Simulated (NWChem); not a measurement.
# BI3 (boron triiodide) at 5 levels

Wanted: a comparison of 5 runs (TPSS/def2-SVP, BHLYP/def2-SVP, M06-L/def2-SVP, r2SCAN/def2-SVP, CCSD(T)/def2-SVP) of BI3 (boron triiodide). 

The calculation is run with NWChem 7.3.0.

## 1. The molecule

BI3: 4 atoms, total charge 0, spin state singlet. SMILES: `IB(I)I`. Geometry: relaxed at PBE0-D4/def2-TZVP.

Bond lengths: I1–B2 2.110 Å, B2–I3 2.110 Å, B2–I4 2.110 Å. Angles: I1–B2–I3 120.0°, I1–B2–I4 120.0°, I3–B2–I4 120.0°.

## 2. Energy and forces at TPSS/def2-SVP (core potential) (run 1)

Contents of a.nw:

```
echo
start a
title "BI3 gradient"
memory total 2200 mb
geometry noautosym nocenter noautoz
   I       -1.308500      -0.295200       1.615600
   B        0.013900      -0.015100      -0.005100
   I        1.876800      -1.006300      -0.030300
   I       -0.526500       1.256300      -1.600500
end
basis spherical bse
   * library def2-SVP
end
ecp bse
   I library def2-SVP
end
dft
   xc xtpss03 ctpss03
   mult 1
   grid fine
   convergence energy 1e-08
   maxiter 100
   mulliken
   print low
end
task dft gradient
```

Command:

```bash
$ nwchem a.nw > a.out
```

The log of the run:

```text
[...]
 d= 0,ls=0.0,diis     1   -917.5692170578 -1.28D+03  2.46D-02  6.50D-01     3.0
[...]
 d= 0,ls=0.0,diis     8   -917.6797914099 -5.01D-09  2.43D-06  2.97D-08    17.8
         Total DFT energy =     -917.679791409911
      One electron energy =    -2315.939824780092
           Coulomb energy =     1103.199735669616
    Exchange-Corr. energy =      -70.414665024778
 Nuclear repulsion energy =      365.474962725343
[...]
      Total Density - Mulliken Population Analysis
     ---------------------------------------------
    Atom       Charge   Shell Charges
 -----------   ------   -------------------------------------------------------
    1 I   25    24.95   0.22  1.83  1.34  0.56  3.11  2.94  2.64  2.27  9.78  0.25
    2 B    5     5.14   1.99  0.93  0.10  1.47  0.58  0.07
    3 I   25    24.95   0.22  1.83  1.34  0.56  3.11  2.94  2.64  2.27  9.78  0.25
    4 I   25    24.95   0.22  1.83  1.34  0.56  3.11  2.94  2.64  2.27  9.78  0.25
[...]
                         DFT ENERGY GRADIENTS
    atom               coordinates                        gradient
                 x          y          z           x          y          z
   1 I      -2.472706  -0.557847   3.053041    0.005323   0.001120  -0.006509
   2 B       0.026267  -0.028535  -0.009638    0.000007  -0.000012   0.000006
   3 I       3.546638  -1.901631  -0.057259   -0.007500   0.003998   0.000092
   4 I      -0.994941   2.374063  -3.024506    0.002170  -0.005106   0.006411
 Task  times  cpu:       24.2s     wall:       24.2s
 Total times  cpu:       24.3s     wall:       24.3s
```

It took 25 s on 1 thread of AMD EPYC 7B13 (Zen 3), shared host; peak memory 0.13 GiB.

## 3. Energy and forces at BHLYP/def2-SVP (core potential) (run 2)

Contents of calc.nw:

```
start calc
title "BI3 gradient"
memory stack 880 mb heap 220 mb global 1100 mb

geometry noautosym nocenter noautoz
I       -1.308500      -0.295200       1.615600
B        0.013900      -0.015100      -0.005100
I        1.876800      -1.006300      -0.030300
I       -0.526500       1.256300      -1.600500
end

basis spherical bse
* library def2-SVP
end

ecp bse
I library def2-SVP
end

dft
xc bhlyp
grid fine
convergence energy 1e-08
iterations 100
mulliken
end

task dft gradient
```

Command:

```bash
$ nwchem calc.nw > calc.out
```

The log of the run:

```text
[...]
          Wavefunction type:  closed shell.
          No. of atoms     :     4
          No. of electrons :    80
[...]
          Charge           :     0
          Spin multiplicity:     1
[...]
          AO basis - number of functions:    92
[...]
              XC Information
              --------------
                        BHLYP Method XC Functional
                     Hartree-Fock (Exact) Exchange  0.500
                        Slater Exchange Functional  0.500 local
                    Becke 1988 Exchange Functional  0.500 non-local
              Lee-Yang-Parr Correlation Functional  1.000
[...]
 d= 0,ls=0.0,diis     1   -917.7500716725 -1.28D+03  1.56D-02  4.65D-01     2.6
[...]
 d= 0,ls=0.0,diis     8   -917.8416570024 -4.12D-09  7.81D-07  2.53D-09    15.3
         Total DFT energy =     -917.841657002410
      One electron energy =    -2316.154689323303
           Coulomb energy =     1103.482081914692
    Exchange-Corr. energy =      -70.644012319142
 Nuclear repulsion energy =      365.474962725343
[...]
      Total Density - Mulliken Population Analysis
     ---------------------------------------------
    Atom       Charge   Shell Charges
 -----------   ------   -------------------------------------------------------
    1 I   25    24.99   0.22  1.83  1.31  0.59  3.12  2.93  2.64  2.31  9.81  0.23
    2 B    5     5.04   1.99  0.93  0.09  1.43  0.53  0.08
    3 I   25    24.99   0.22  1.83  1.31  0.59  3.12  2.93  2.64  2.31  9.81  0.23
    4 I   25    24.99   0.22  1.83  1.31  0.59  3.12  2.93  2.64  2.31  9.81  0.23
[...]
  wavefunction    = closed shell
                         DFT ENERGY GRADIENTS
    atom               coordinates                        gradient
                 x          y          z           x          y          z
   1 I      -2.472706  -0.557847   3.053041    0.003223   0.000681  -0.003944
   2 B       0.026267  -0.028535  -0.009638    0.000016  -0.000010  -0.000007
   3 I       3.546638  -1.901631  -0.057259   -0.004563   0.002428   0.000064
   4 I      -0.994941   2.374063  -3.024506    0.001323  -0.003099   0.003887
[...]
```

Run time: 21 s. Hardware: 1 thread of AMD EPYC 7B13 (Zen 3), shared host; peak memory 0.13 GiB.

Run 3 isn't shown in full; the table further down has it.

## 4. Energy and forces at r2SCAN/def2-SVP (core potential) (run 4)

Contents of run.py:

```python
from ase import Atoms
from ase.calculators.nwchem import NWChem

molecule = Atoms('IBII', positions=[
    [-1.308500, -0.295200, 1.615600],
    [0.013900, -0.015100, -0.005100],
    [1.876800, -1.006300, -0.030300],
    [-0.526500, 1.256300, -1.600500],
])

calc = NWChem(
    label='bi3',
    theory='dft',
    memory='2200 mb',
    basis='def2-SVP',
    basispar='spherical bse',
    dft={'xc': 'r2scan', 'mult': '1', 'grid': 'fine', 'convergence': 'energy 1e-08', 'iterations': '100', 'mulliken': None},
    **{'ecp bse': {'I library': 'def2-SVP'}},
)
molecule.calc = calc

forces = molecule.get_forces()
print("Total energy (eV):", round(molecule.get_potential_energy(), 6))
print("forces (eV/A):")
for s, f in zip(molecule.symbols, forces):
    print(f"{s:2s} {f[0]:10.5f} {f[1]:10.5f} {f[2]:10.5f}")
print("dipole (e A):", molecule.get_dipole_moment().round(4))
```

Command:

```bash
$ export ASE_NWCHEM_COMMAND="nwchem PREFIX.nwi > PREFIX.nwo"
$ python run.py
```

The log of the run:

```text
Total energy (eV): -24989.290967
forces (eV/A):
I    -0.20667   -0.04366    0.25295
B    -0.00098    0.00087   -0.00015
I     0.29233   -0.15576   -0.00381
I    -0.08469    0.19849   -0.24899
dipole (e A): [ 0.0001 -0.     -0.    ]
```

The calculator wrote bi3.nwi:

```
title "bi3"

permanent_dir bi3

scratch_dir bi3

start bi3

geometry units angstrom nocenter noautosym noautoz
  I  -1.3085000000000000e+00 -2.9520000000000002e-01 1.6155999999999999e+00
  B  1.3899999999999999e-02 -1.5100000000000001e-02 -5.1000000000000004e-03
  I  1.8768000000000000e+00 -1.0063000000000000e+00 -3.0300000000000001e-02
  I  -5.2649999999999997e-01 1.2563000000000000e+00 -1.6005000000000000e+00
end

memory 2200 mb

basis spherical bse noprint
   * library def2-SVP
end

dft
  xc r2scan
  mult 1
  grid fine
  convergence energy 1e-08
  iterations 100
  mulliken
end
ecp bse
  I library def2-SVP
end

task dft gradient
```

bi3.nwo:

```text
Northwest Computational Chemistry Package (NWChem) 7.3.0
             --------------------------------------------------------

           Job information
           ---------------

    nwchem branch   = 7.3.0
    use scalapack   = T
    input           = bi3.nwi
    prefix          = bi3.
    data base       = bi3/bi3.db
    status          = startup
    nproc           =        1

           Memory information
           ------------------

    heap     =     72089594 doubles =      550.0 Mbytes
    stack    =     72089599 doubles =      550.0 Mbytes
    global   =    144179200 doubles =     1100.0 Mbytes (distinct from heap & stack)
    total    =    288358393 doubles =     2200.0 Mbytes
    verify   = yes
    hardfail = no

           Directory information
           ---------------------

  0 permanent = bi3
  0 scratch   = bi3

                                NWChem Input Module
                                -------------------

                                        bi3
                                        ---

[... 82 lines left out ...]
  convergence criterion.
[... 17 lines left out ...]
          Convergence on gradient requested:  5.00D-04
[... 22 lines left out ...]
          Convergence aids based upon iterative change in
[... 28 lines left out ...]
 1-e energy   =   -2314.888585
[... 38 lines left out ...]
         Total DFT energy =     -918.339512171760
[... 2 lines left out ...]
    Exchange-Corr. energy =      -71.100806089760
[... 716 lines left out ...]
          Convergence on energy requested:  1.00D-08
[... 20 lines left out ...]
          Spatial weights used:  Erf1
[... 4 lines left out ...]
          total energy or number of iterations.
[... 18 lines left out ...]
                            NWChem DFT Gradient Module
                            --------------------------

                                        bi3

  charge          =   0.00
  wavefunction    = closed shell

                         DFT ENERGY GRADIENTS

    atom               coordinates                        gradient
                 x          y          z           x          y          z
   1 I      -2.472706  -0.557847   3.053041    0.004019   0.000849  -0.004919
   2 B       0.026267  -0.028535  -0.009638    0.000019  -0.000017   0.000003
   3 I       3.546638  -1.901631  -0.057259   -0.005685   0.003029   0.000074
   4 I      -0.994941   2.374063  -3.024506    0.001647  -0.003860   0.004842

                 ----------------------------------------
                 |  Time  |  1-e(secs)   |  2-e(secs)   |
                 ----------------------------------------
                 |  CPU   |       0.14   |       3.28   |
                 ----------------------------------------
                 |  WALL  |       0.14   |       3.28   |
                 ----------------------------------------

 Task  times  cpu:       24.0s     wall:       24.0s
 Total times  cpu:       24.0s     wall:       24.0s
```

Wall time 25 s (1 thread of AMD EPYC 7B13 (Zen 3), shared host); peak memory 0.13 GiB.

## 5. The energy at CCSD(T)/def2-SVP (core potential) (run 5)

Contents of run.nw:

```
start run
title "BI3 ccsd(t)"
memory total 2200 mb
geometry units bohr noautosym nocenter noautoz
I   -2.47270663  -0.55784715   3.05304153
B    0.02626719  -0.02853486  -0.00963760
I    3.54663799  -1.90163140  -0.05725870
I   -0.99494080   2.37406293  -3.02450666
end
basis "ao basis" spherical bse
* library def2-SVP
end
ecp bse
I library def2-SVP
end
scf
thresh 1e-08
maxiter 80
print low
end
ccsd
freeze core 13
maxiter 60
end
task ccsd(t) energy
```

Command:

```bash
$ nwchem run.nw > run.out
```

The log of the run:

```text
[...]
  functions       =    92
[...]
  wavefunction    = RHF
[...]
         Total SCF energy =   -914.689320332061
      One-electron energy =  -2315.049417387288
      Two-electron energy =   1034.885160519082
 Nuclear repulsion energy =    365.474936536145
        Time for solution =     19.1s
[...]
 Total MP2 energy:           -915.134753959019008
[...]
             energy      energy      error      ampl     ampl      Block
                                                time     time      time
[...]
 Total CCSD energy:           -915.153178060427763
[...]
 Total CCSD+T(CCSD) energy:           -915.170395489276871
[...]
 Total CCSD(T) energy:                -915.168939977973196
[...]
```

Run time: 4.6 min. Hardware: 1 thread of AMD EPYC 7B13 (Zen 3), shared host; peak memory 0.55 GiB.

## 6. The series

```
run                              level      task  integration grid  energy (Eh)  largest force (eV/Å)  wall time
  1     TPSS/def2-SVP (core potential)  gradient              fine  -917.679791                 0.437       25 s
  2    BHLYP/def2-SVP (core potential)  gradient              fine  -917.841657                 0.266       21 s
  3    M06-L/def2-SVP (core potential)  gradient              fine  -918.509439                 0.315       35 s
  4   r2SCAN/def2-SVP (core potential)  gradient              fine  -918.339512                 0.331       25 s
  5  CCSD(T)/def2-SVP (core potential)    energy                 –  -915.168940                     –    4.6 min
```

## 7. Results

| quantity | value |
| --- | --- |
| run 5: total energy | -915.16894 Eh |
| run 5: correlation energy (13 core orbitals frozen) | -479.6 mEh |
| run 5: (T) correction | -15.76 mEh |

In words: Totals of different functionals can't be ranked against each other. All runs together took 6.4 min, the longest 4.6 min.
